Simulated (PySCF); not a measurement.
**C2H4O2Si (SMILES C=C1O[SiH2]O1): levels of theory compared**

We compute a comparison of 6 runs (HF/STO-3G, HF/3-21G, HF/6-31G**, HF/def2-SVP, B3LYP/6-31G*, MP2/3-21G) of C2H4O2Si. The job is set up through a Python script.

The calculation is run with PySCF 2.14.0.

## Step 1: The structure to begin with

The species is C2H4O2Si (9 atoms), meant as a singlet with charge 0. SMILES: `C=C1O[SiH2]O1`. Geometry: relaxed at PBE0-D4/def2-TZVP.

Bond lengths: C1–C2 1.319 Å, C2–O3 1.381 Å, O3–Si4 1.676 Å, C2–O5 1.381 Å, Si4–O5 1.676 Å, C1–H6 1.079 Å, C1–H7 1.079 Å, Si4–H8 1.478 Å, Si4–H9 1.478 Å. Some angles: C1–C2–O3 128.1°, C1–C2–O5 128.1°, O3–C2–O5 103.9°, C2–O3–Si4 87.6°, O3–Si4–O5 80.9°, C2–O5–Si4 87.6°, C2–C1–H6 119.7°, C2–C1–H7 119.7°, O3–Si4–H8 115.3°, O3–Si4–H9 115.3°.

## Step 2: Energy and forces at HF/STO-3G (run 1)

job.py

```python
# C=C1O[SiH2]O1
import pyscf.grad
from pyscf import gto, scf

system = gto.M(
    atom=[
    ('C', (0.527300, 1.358500, -1.129600)),
    ('C', (0.157300, 0.383100, -0.322900)),
    ('O', (-0.585200, 0.473600, 0.838200)),
    ('Si', (-0.440000, -1.190500, 0.978300)),
    ('O', (0.421700, -0.967300, -0.442100)),
    ('H', (0.243100, 2.374800, -0.904500)),
    ('H', (1.111300, 1.132600, -2.008400)),
    ('H', (-1.701100, -1.949600, 0.840800)),
    ('H', (0.354100, -1.661500, 2.132900)),
],
    spin=0,
    basis='sto-3g',
    verbose=4,
    max_memory=1860,
)

myscf = scf.RHF(system)
myscf.conv_tol = 1e-10
myscf.kernel()
if not myscf.converged:
    myscf = myscf.newton().run(myscf.mo_coeff, myscf.mo_occ)

etot = myscf.e_tot
print(f'total energy: {etot:.8f} hartree')
grad = myscf.Gradients().kernel()
dip = myscf.dip_moment()
pop, q = myscf.mulliken_pop()
```

Started as:

```bash
$ OMP_NUM_THREADS=1 python job.py
```

The program printed:

```text
PySCF version 2.14.0

[... 63 lines left out ...]
converged SCF energy = -510.415548754802
total energy: -510.41554875 hartree
[... 11 lines left out ...]
Dipole moment(X, Y, Z, Debye): -0.77600, -2.04409,  1.69017
[... 4 lines left out ...]
pop of  0 C 2py           0.95771
pop of  0 C 2pz           1.01947
pop of  1 C 1s            1.99351
pop of  1 C 2s            1.11500
pop of  1 C 2px           0.94247
pop of  1 C 2py           0.86257
pop of  1 C 2pz           0.89458
pop of  2 O 1s            1.99793
pop of  2 O 2s            1.86360
pop of  2 O 2px           1.69328
pop of  2 O 2py           1.47799
pop of  2 O 2pz           1.38172
pop of  3 Si 1s           1.99962
pop of  3 Si 2s           1.98739
pop of  3 Si 3s           1.13336
pop of  3 Si 2px          1.96528
pop of  3 Si 2py          1.96343
pop of  3 Si 2pz          1.96413
pop of  3 Si 3px          0.73748
pop of  3 Si 3py          0.59668
pop of  3 Si 3pz          0.65162
pop of  4 O 1s            1.99793
pop of  4 O 2s            1.86361
pop of  4 O 2px           1.76833
pop of  4 O 2py           1.19487
pop of  4 O 2pz           1.58980
pop of  5 H 1s            0.93670
pop of  6 H 1s            0.93670
pop of  7 H 1s            1.13958
pop of  8 H 1s            1.13958
 ** Mulliken atomic charges  **
charge of    0C =     -0.21122
charge of    1C =      0.19186
charge of    2O =     -0.41454
charge of    3Si =      1.00100
charge of    4O =     -0.41454
charge of    5H =      0.06330
charge of    6H =      0.06330
charge of    7H =     -0.13958
charge of    8H =     -0.13958
```

Run time: 2 s. Hardware: 1 thread of Arm Neoverse V1, shared host; peak memory 0.12 GiB.

## Step 3: Energy and forces at HF/3-21G (run 2)

calc.py

```python
import pyscf.grad
from pyscf import gto

mol = gto.Mole()
mol.atom = '''
C        0.527300       1.358500      -1.129600
C        0.157300       0.383100      -0.322900
O       -0.585200       0.473600       0.838200
Si      -0.440000      -1.190500       0.978300
O        0.421700      -0.967300      -0.442100
H        0.243100       2.374800      -0.904500
H        1.111300       1.132600      -2.008400
H       -1.701100      -1.949600       0.840800
H        0.354100      -1.661500       2.132900
'''
mol.max_memory = 1860
mol.basis = '3-21g'
mol.charge = 0
mol.verbose = 3
mol.build()

hf = mol.RHF()
hf.conv_tol = 1e-10
hf.kernel()
if not hf.converged:
    hf = hf.newton().run(hf.mo_coeff, hf.mo_occ)

e_tot = hf.e_tot
print('E = %.10f Eh' % e_tot)
grad = hf.Gradients().kernel()
dip = hf.dip_moment()
pop, q = hf.mulliken_pop()
```

Started as:

```bash
$ OMP_NUM_THREADS=1 python calc.py
```

The program printed:

```text
converged SCF energy = -513.924950411
E = -513.9249504110 Eh
--------------- RHF gradients ---------------
         x                y                z
0 C     0.0041600436     0.0110123134    -0.0090875928
1 C    -0.0271673458    -0.0716016654     0.0592291036
2 O     0.0085588316    -0.0164904853    -0.0099404914
3 Si     0.0247118412     0.0651039418    -0.0538453421
4 O    -0.0106551267     0.0109787430     0.0144931641
5 H    -0.0025202248     0.0078674607     0.0022473821
6 H     0.0046285579    -0.0023397567    -0.0068432638
7 H    -0.0027519588    -0.0025303184     0.0006824320
8 H     0.0010353818    -0.0020002331     0.0030646083
----------------------------------------------
Dipole moment(X, Y, Z, Debye): -0.64386, -1.69535,  1.40166
 ** Mulliken pop  **
pop of  0 C 1s            1.98692
pop of  0 C 2s            0.38694
pop of  0 C 3s            0.97097
pop of  0 C 2px           0.50245
pop of  0 C 2py           0.58142
pop of  0 C 2pz           0.55133
pop of  0 C 3px           0.64438
pop of  0 C 3py           0.41847
pop of  0 C 3pz           0.50265
pop of  1 C 1s            1.98677
pop of  1 C 2s            0.42156
pop of  1 C 3s            0.60460
pop of  1 C 2px           0.46103
pop of  1 C 2py           0.53711
pop of  1 C 2pz           0.50927
pop of  1 C 3px           0.41874
pop of  1 C 3py           0.15819
pop of  1 C 3pz           0.25927
pop of  2 O 1s            1.98656
pop of  2 O 2s            0.40409
pop of  2 O 3s            1.57339
pop of  2 O 2px           0.74324
pop of  2 O 2py           0.70883
pop of  2 O 2pz           0.64137
pop of  2 O 3px           0.96866
pop of  2 O 3py           0.93239
pop of  2 O 3pz           0.84264
pop of  3 Si 1s           1.99849
pop of  3 Si 2s           1.97074
pop of  3 Si 3s           0.72629
pop of  3 Si 4s           0.30709
pop of  3 Si 2px          1.95789
pop of  3 Si 2py          1.95402
pop of  3 Si 2pz          1.95552
pop of  3 Si 3px          0.52200
pop of  3 Si 3py          0.40834
pop of  3 Si 3pz          0.45314
pop of  3 Si 4px          0.12837
pop of  3 Si 4py          0.04957
pop of  3 Si 4pz          0.07965
pop of  4 O 1s            1.98656
pop of  4 O 2s            0.40409
pop of  4 O 3s            1.57340
pop of  4 O 2px           0.77721
pop of  4 O 2py           0.58072
pop of  4 O 2pz           0.73552
pop of  4 O 3px           1.01244
pop of  4 O 3py           0.76731
pop of  4 O 3pz           0.96395
pop of  5 H 1s            0.46308
pop of  5 H 2s            0.29898
pop of  6 H 1s            0.46306
pop of  6 H 2s            0.29900
pop of  7 H 1s            0.43078
pop of  7 H 2s            0.79937
pop of  8 H 1s            0.43078
pop of  8 H 2s            0.79937
 ** Mulliken atomic charges  **
charge of    0C =     -0.54553
charge of    1C =      0.64344
charge of    2O =     -0.80119
charge of    3Si =      1.48888
charge of    4O =     -0.80118
charge of    5H =      0.23794
charge of    6H =      0.23794
charge of    7H =     -0.23015
charge of    8H =     -0.23015
```

Wall time 2.1 s (1 thread of Arm Neoverse V1, shared host); peak memory 0.12 GiB.

Runs 3 to 4 aren't shown in full; the table further down has their settings and results.

## Step 4: Energy and gradient at B3LYP/6-31G(d) (spherical functions) (run 5)

start.xyz

```xyz
9

C      0.527300     1.358500    -1.129600
C      0.157300     0.383100    -0.322900
O     -0.585200     0.473600     0.838200
Si    -0.440000    -1.190500     0.978300
O      0.421700    -0.967300    -0.442100
H      0.243100     2.374800    -0.904500
H      1.111300     1.132600    -2.008400
H     -1.701100    -1.949600     0.840800
H      0.354100    -1.661500     2.132900
```

run.py

```python
import pyscf.grad
from pyscf import gto, dft

mol = gto.Mole()
mol.atom = 'start.xyz'
mol.max_memory = 1860
mol.verbose = 4
mol.basis = '6-31g*'
mol.build()

mf = dft.RKS(mol, xc='b3lyp')
mf.grids.level = 5
mf.conv_tol = 1e-10
mf.kernel()
if not mf.converged:
    mf = mf.newton().run(mf.mo_coeff, mf.mo_occ)

e_tot = mf.e_tot
print('Final energy', e_tot)
grad = mf.Gradients().kernel()
mf.analyze()
```

Started as:

```bash
$ OMP_NUM_THREADS=1 python run.py
```

The program printed:

```text
PySCF version 2.14.0

[... 78 lines left out ...]
Final energy -518.5641327528999
[... 22 lines left out ...]
MO #2   energy= -19.1696159823844  occ= 2
[... 7 lines left out ...]
MO #10  energy= -1.12020882227156  occ= 2
[... 7 lines left out ...]
MO #18  energy= -0.399329759615375 occ= 2
[... 7 lines left out ...]
MO #26  energy= 0.0570313519734649 occ= 0
[... 7 lines left out ...]
MO #34  energy= 0.276916839187279  occ= 0
[... 7 lines left out ...]
MO #42  energy= 0.621937632977411  occ= 0
[... 7 lines left out ...]
MO #50  energy= 0.945929632273548  occ= 0
[... 7 lines left out ...]
MO #58  energy= 1.16654212321086   occ= 0
[... 7 lines left out ...]
MO #66  energy= 1.84797833154704   occ= 0
[... 7 lines left out ...]
MO #74  energy= 2.4005083164169    occ= 0
[... 7 lines left out ...]
MO #82  energy= 3.10633436387696   occ= 0
[... 55 lines left out ...]
pop of  3 Si 4py          0.01761
pop of  3 Si 4pz          0.01832
pop of  3 Si 3dxy         0.01640
pop of  3 Si 3dyz         0.00828
pop of  3 Si 3dz^2        0.01539
pop of  3 Si 3dxz         0.01258
pop of  3 Si 3dx2-y2      0.00997
pop of  4 O 1s            1.99994
pop of  4 O 2s            1.65692
pop of  4 O 3s            0.00243
pop of  4 O 2px           1.78124
pop of  4 O 2py           1.38022
pop of  4 O 2pz           1.73105
pop of  4 O 3px           0.00289
pop of  4 O 3py           0.00276
pop of  4 O 3pz           0.00255
pop of  4 O 3dxy          0.00190
pop of  4 O 3dyz          0.00222
pop of  4 O 3dz^2         0.00390
pop of  4 O 3dxz          0.00495
pop of  4 O 3dx2-y2       0.00261
pop of  5 H 1s            0.86274
pop of  5 H 2s            0.00873
pop of  6 H 1s            0.86275
pop of  6 H 2s            0.00873
pop of  7 H 1s            1.10019
pop of  7 H 2s            0.00413
pop of  8 H 1s            1.10019
pop of  8 H 2s            0.00413
 ** Mulliken atomic charges  **
charge of    0C =     -0.35576
charge of    1C =      0.37037
charge of    2O =     -0.57558
charge of    3Si =      1.08815
charge of    4O =     -0.57559
charge of    5H =      0.12853
charge of    6H =      0.12852
charge of    7H =     -0.10432
charge of    8H =     -0.10432
Dipole moment(X, Y, Z, Debye): -0.56474, -1.48725,  1.22966
```

Run time: 33 s. Hardware: 1 thread of Arm Neoverse V1, shared host; peak memory 0.8 GiB.

## Step 5: Energy and gradient at MP2/3-21G (run 6)

input.py

```python
from pyscf import gto, scf, mp

mol = gto.Mole()
mol.atom = [
    ('C', (0.527300, 1.358500, -1.129600)),
    ('C', (0.157300, 0.383100, -0.322900)),
    ('O', (-0.585200, 0.473600, 0.838200)),
    ('Si', (-0.440000, -1.190500, 0.978300)),
    ('O', (0.421700, -0.967300, -0.442100)),
    ('H', (0.243100, 2.374800, -0.904500)),
    ('H', (1.111300, 1.132600, -2.008400)),
    ('H', (-1.701100, -1.949600, 0.840800)),
    ('H', (0.354100, -1.661500, 2.132900)),
]
mol.verbose = 3
mol.max_memory = 1860
mol.spin = 0
mol.basis = '3-21g'
mol.build()

hf = scf.RHF(mol)
hf.conv_tol = 1e-10
hf.kernel()
if not hf.converged:
    hf = hf.newton().run(hf.mo_coeff, hf.mo_occ)

pt = mp.MP2(hf, frozen=9).run()
e_tot = pt.e_tot
print(f'total energy: {e_tot:.8f} hartree')
grad = pt.nuc_grad_method().kernel()
dip = hf.dip_moment()
pop, q = hf.mulliken_pop()
```

Started as:

```bash
$ OMP_NUM_THREADS=1 python input.py
```

The program printed:

```text
converged SCF energy = -513.924950411
E(RMP2) = -514.382083335043  E_corr = -0.457132924043147
E(SCS-RMP2) = -514.377219097202  E_corr = -0.452268686202642
total energy: -514.38208334 hartree
--------------- RMP2 gradients ---------------
         x                y                z
0 C    -0.0026615017    -0.0069682905     0.0057837911
1 C    -0.0215612430    -0.0568219613     0.0470057098
2 O     0.0286829170    -0.0475906043    -0.0350200555
3 Si     0.0277042950     0.0729843543    -0.0603609691
4 O    -0.0319140196     0.0390988680     0.0420337730
5 H    -0.0003866170    -0.0012954716     0.0009003913
6 H    -0.0005096656    -0.0010990256     0.0010553786
7 H     0.0024351887     0.0011426698     0.0006284082
8 H    -0.0017893537     0.0005494611    -0.0020264275
----------------------------------------------
Dipole moment(X, Y, Z, Debye): -0.64386, -1.69535,  1.40166
 ** Mulliken pop  **
pop of  0 C 1s            1.98692
pop of  0 C 2s            0.38694
pop of  0 C 3s            0.97097
pop of  0 C 2px           0.50245
pop of  0 C 2py           0.58142
pop of  0 C 2pz           0.55133
pop of  0 C 3px           0.64438
pop of  0 C 3py           0.41847
pop of  0 C 3pz           0.50265
pop of  1 C 1s            1.98677
pop of  1 C 2s            0.42156
pop of  1 C 3s            0.60460
pop of  1 C 2px           0.46103
pop of  1 C 2py           0.53711
pop of  1 C 2pz           0.50927
pop of  1 C 3px           0.41874
pop of  1 C 3py           0.15819
pop of  1 C 3pz           0.25927
pop of  2 O 1s            1.98656
pop of  2 O 2s            0.40409
pop of  2 O 3s            1.57339
pop of  2 O 2px           0.74324
pop of  2 O 2py           0.70883
pop of  2 O 2pz           0.64137
pop of  2 O 3px           0.96866
pop of  2 O 3py           0.93239
pop of  2 O 3pz           0.84264
pop of  3 Si 1s           1.99849
pop of  3 Si 2s           1.97074
pop of  3 Si 3s           0.72629
pop of  3 Si 4s           0.30709
pop of  3 Si 2px          1.95789
pop of  3 Si 2py          1.95402
pop of  3 Si 2pz          1.95552
pop of  3 Si 3px          0.52200
pop of  3 Si 3py          0.40834
pop of  3 Si 3pz          0.45314
pop of  3 Si 4px          0.12837
pop of  3 Si 4py          0.04957
pop of  3 Si 4pz          0.07965
pop of  4 O 1s            1.98656
pop of  4 O 2s            0.40409
pop of  4 O 3s            1.57340
pop of  4 O 2px           0.77721
pop of  4 O 2py           0.58072
pop of  4 O 2pz           0.73552
pop of  4 O 3px           1.01244
pop of  4 O 3py           0.76731
pop of  4 O 3pz           0.96395
pop of  5 H 1s            0.46308
pop of  5 H 2s            0.29898
pop of  6 H 1s            0.46306
pop of  6 H 2s            0.29900
pop of  7 H 1s            0.43078
pop of  7 H 2s            0.79937
pop of  8 H 1s            0.43078
pop of  8 H 2s            0.79937
 ** Mulliken atomic charges  **
charge of    0C =     -0.54553
charge of    1C =      0.64344
charge of    2O =     -0.80119
charge of    3Si =      1.48888
charge of    4O =     -0.80118
charge of    5H =      0.23794
charge of    6H =      0.23794
charge of    7H =     -0.23015
charge of    8H =     -0.23015
```

Run time: 3.3 s. Hardware: 1 thread of Arm Neoverse V1, shared host; peak memory 0.21 GiB.

## Step 6: All runs side by side

```tsv
run	level	integration grid	frozen core orbitals	energy (Eh)	dipole moment (D) of the reference	HOMO energy (eV)	LUMO energy (eV)	wall time
1	HF/STO-3G	–	–	-510.415549	2.76	-6.61	9.78	2 s
2	HF/3-21G	–	–	-513.924950	2.29	-9.20	3.06	2.1 s
3	HF/6-31G** (spherical functions)	–	–	-516.730026	2.18	-9.17	2.70	11 s
4	HF/def2-SVP	–	–	-516.470269	2.16	-9.35	2.99	7.2 s
5	B3LYP/6-31G* (spherical functions)	5	–	-518.564133	2.01	-6.09	-0.77	33 s
6	MP2/3-21G	–	9	-514.382083	2.29	-9.20	3.06	3.3 s
```

## Step 7: Summary of results

| quantity | value |
| --- | --- |
| run 6: total energy | -514.38208 Eh |
| run 6: dipole moment (Hartree–Fock density) | 2.29 D |
| run 6: HOMO energy (Hartree–Fock orbitals) | -9.20 eV |
| run 6: LUMO energy (Hartree–Fock orbitals) | 3.06 eV |
| run 6: HOMO–LUMO gap (Hartree–Fock orbitals) | 12.26 eV |
| run 6: correlation energy (9 core orbitals frozen) | -457.1 mEh |
| run 6: largest force on an atom | 5.074 eV/Å |

What this shows: Over runs 1, 2, 3, 4, 5 the dipole moment (its size) runs from 2.01 D (B3LYP/6-31G*) to 2.76 D (HF/STO-3G). The two ends differ in method and basis. Over runs 1, 2, 3, 4, 5 the HOMO–LUMO gap runs from 5.31 eV (B3LYP/6-31G*) to 16.39 eV (HF/STO-3G). In run 1 the basis is minimal, so the values are rough. All runs together took 58 s, the longest 33 s.
